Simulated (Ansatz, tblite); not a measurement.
**The cluster Si9H15: one state, many levels**

The task here is to estimate one member of a computed series from the others.

Program: Ansatz 0.2.0, Gaussian basis. Level of theory: as each input shows. These are calculated values, not measurements.

Levels to be run: GFN1-xTB, GFN2-xTB, PBE-D4/def2-TZVP, r2SCAN-D4/def2-TZVP, BLYP-D4/def2-TZVP, PBE-D4/def2-SVP, PBE0-D4/def2-SVP, MP2/def2-SVP.

2 further runs of the same task are left out: 2 set aside as unsound or not needed.

### The geometry

The geometry is that of the doublet, from an earlier relaxation (r2SCAN-D4/def2-SVP). At that level it is the lowest of the isomers that a small search found.

24 atoms, charge 0, spin multiplicity 2.

Bond lengths: Si1–Si3 2.360 Å, Si1–Si4 2.354 Å, Si1–H10 1.498 Å, Si1–H19 1.499 Å, Si2–Si7 2.331 Å, Si2–H14 1.494 Å, Si2–H24 1.496 Å, Si3–Si8 2.358 Å, Si3–Si9 2.368 Å, Si3–H18 1.499 Å, Si4–Si7 2.349 Å, Si4–H16 1.497 Å, Si4–H23 1.498 Å, Si5–Si6 2.355 Å, Si5–Si9 2.367 Å, Si5–H11 1.496 Å, Si5–H20 1.499 Å, Si6–Si7 2.369 Å and more. Angles: Si3–Si1–Si4 110.0°, Si3–Si1–H10 110.2°, Si3–Si1–H19 109.5°, Si4–Si1–H10 109.3°, Si4–Si1–H19 109.6°, H10–Si1–H19 108.2°, Si7–Si2–H14 117.3°, Si7–Si2–H24 115.1°, H14–Si2–H24 111.0°, Si1–Si3–Si8 107.7°, Si1–Si3–Si9 111.0°, Si1–Si3–H18 109.8°, Si8–Si3–Si9 104.0°, Si8–Si3–H18 113.1°, Si9–Si3–H18 111.0°, Si1–Si4–Si7 107.3°, Si1–Si4–H16 109.5°, Si1–Si4–H23 110.4° and more.

PBE0-D4/def2-TZVP was run before; its log isn't repeated, and its numbers join the tables.

The first run:

Tight binding, by tblite at 300 K electronic temperature and without a spin-polarisation term:

```python
tblite.interface.Calculator('GFN1-xTB', numbers, positions, charge=0, uhf=1).singlepoint()
```

Tight binding, by tblite at 300 K electronic temperature and without a spin-polarisation term:

```python
tblite.interface.Calculator('GFN2-xTB', numbers, positions, charge=0, uhf=1).singlepoint()
```

start.molden holds the orbitals of an earlier run on this state, given as this run's starting guess.

File in.yaml:

```yaml
crystal:
  periodic: [false, false, false]
  atoms:
    - {symbol: Si, position_ang: [-1.888121, -1.777690, 0.123940]}
    - {symbol: Si, position_ang: [2.243241, -1.647424, 0.624919]}
    - {symbol: Si, position_ang: [-1.718232, 0.071162, -1.332918]}
    - {symbol: Si, position_ang: [-1.035127, -1.214549, 2.243996]}
    - {symbol: Si, position_ang: [1.753055, 1.535271, -1.446085]}
    - {symbol: Si, position_ang: [0.719957, 1.852352, 0.646342]}
    - {symbol: Si, position_ang: [1.021423, -0.130656, 1.905968]}
    - {symbol: Si, position_ang: [-1.536796, 2.014695, -0.009674]}
    - {symbol: Si, position_ang: [0.315126, 0.010257, -2.545159]}
    - {symbol: H, position_ang: [-1.120970, -2.941795, -0.425152]}
    - {symbol: H, position_ang: [3.162544, 1.044900, -1.338829]}
    - {symbol: H, position_ang: [-1.745787, 3.252018, -0.828091]}
    - {symbol: H, position_ang: [1.697423, 0.196096, 3.207065]}
    - {symbol: H, position_ang: [3.676824, -1.320661, 0.357924]}
    - {symbol: H, position_ang: [0.071105, 0.469484, -3.950942]}
    - {symbol: H, position_ang: [-2.001064, -0.313222, 2.948365]}
    - {symbol: H, position_ang: [1.225759, 3.039535, 1.406686]}
    - {symbol: H, position_ang: [-2.895547, 0.098135, -2.259823]}
    - {symbol: H, position_ang: [-3.325090, -2.183370, 0.251077]}
    - {symbol: H, position_ang: [1.750161, 2.823499, -2.212052]}
    - {symbol: H, position_ang: [-2.495685, 2.025158, 1.139063]}
    - {symbol: H, position_ang: [0.881079, -1.374036, -2.595017]}
    - {symbol: H, position_ang: [-0.839185, -2.447126, 3.072304]}
    - {symbol: H, position_ang: [2.083916, -3.082042, 1.016103]}
basis:
  gaussian: {orbitals: def2-TZVP, initial_orbitals: start.molden}
magnetization: {spin_polarized: true, initial_magnetization: 1}
hamiltonian: {xc: pbe, dispersion: d4}
scf: {omitted_lower_state_checks: [starts]}
output: {forces: true, orbitals: {seedname: orbitals}}
```

The run is started by

```
ansatz run in.yaml --threads 6 --pin off --events-out ev --progress --plain --max-ram 7833MiB
```

Steps of the session up to this table: PBE-D4/def2-TZVP; r2SCAN-D4/def2-TZVP; BLYP-D4/def2-TZVP; PBE-D4/def2-SVP; PBE0-D4/def2-SVP; MP2/def2-SVP.

One of the session's tables, all rows but one given; the rest of the session is left out.

It belongs to the step «Binding energy». 

```
              level  binding an atom (eV)
        HF/def2-SVP                 2.290
    PBE-D4/def2-SVP                 3.076
   PBE-D4/def2-TZVP                 3.078
  BLYP-D4/def2-TZVP                     ?
r2SCAN-D4/def2-TZVP                 3.106
   PBE0-D4/def2-SVP                 3.074
  PBE0-D4/def2-TZVP                 3.082
       MP2/def2-SVP                 2.834
```

Q: Estimate the row for BLYP-D4/def2-TZVP from the others.

**Answer.** binding an atom (eV): 3.033. In the column «binding an atom (eV)» it lies between MP2/def2-SVP (2.834) and PBE0-D4/def2-SVP (3.074).

Caveats from the session: Free atoms were run apart at each level; binding is atoms less cluster, divided by the number of atoms, without zero-point or spin-orbit terms.
